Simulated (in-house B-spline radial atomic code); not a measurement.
# Co: ionisation energy by several methods

An exercise on one series of results from a longer session: the logs are not shown, and one member is left open.

The numbers are computed with in-house B-spline radial atomic code version 1 (scalar-relativistic (X2C), several functionals, spin-polarised; spherical all-electron atom at the radial basis limit), except any that are marked as measured or tabulated.

## The system

- element: cobalt (Z = 27)
- charge: 0
- electrons: 27
- configuration: [Ar] 3d7 4s2
- nucleus: Fermi, rms radius 3.788 fm

The outer shells:

[Ar] 3d7 4s2
```
[Ar] core
3d [↑↓][↑↓][↑ ][↑ ][↑ ]
4s [↑↓]
```

Where spins are not typed, each open shell is filled with up spins first.

The first run:

Settings, as recorded:

```ini
Z = 27
electrons = 27.0
configuration = [Ar] 3d7 4s2
hamiltonian = x2c
method = pbe,pbe
spin_polarised = True
nucleus = fermi
rms_radius = 3.7875
mass_number = 59
atomic_mass = 58.933193524
speed_of_light = 137.035999084
```

Steps of the session up to this table: PBE, a GGA; exchange-only LDA; r2SCAN, a meta-GGA; PBEsol, a GGA; PW91, a GGA; LDA (VWN5); BLYP, a GGA; RPBE, a GGA.

One of the session's tables, all rows but one given; the rest of the session is left out.

| method | ΔSCF (eV) |
| --- | --- |
| exchange-only LDA | 7.442 |
| LDA (VWN5) | 7.885 |
| PBE | ? |
| PBEsol | 7.673 |
| PW91 | 7.742 |
| BLYP | 7.854 |
| RPBE | 7.603 |
| r2SCAN | 7.893 |

Estimate the missing values for PBE.

As computed: ΔSCF (eV): 7.725. In the column «ΔSCF (eV)» it lies between PBEsol (7.673) and PW91 (7.742).

Limits of these values: Meta-GGA runs start from a PBE run whose iterations are not counted. Mean absolute error by rung (exchange-only levels left out): LDA 0.00 eV, GGA 0.16 eV, meta-GGA 0.01 eV. Relativistic terms that these runs lack can be as large as the gaps between close methods, so the nearest may be so by luck.
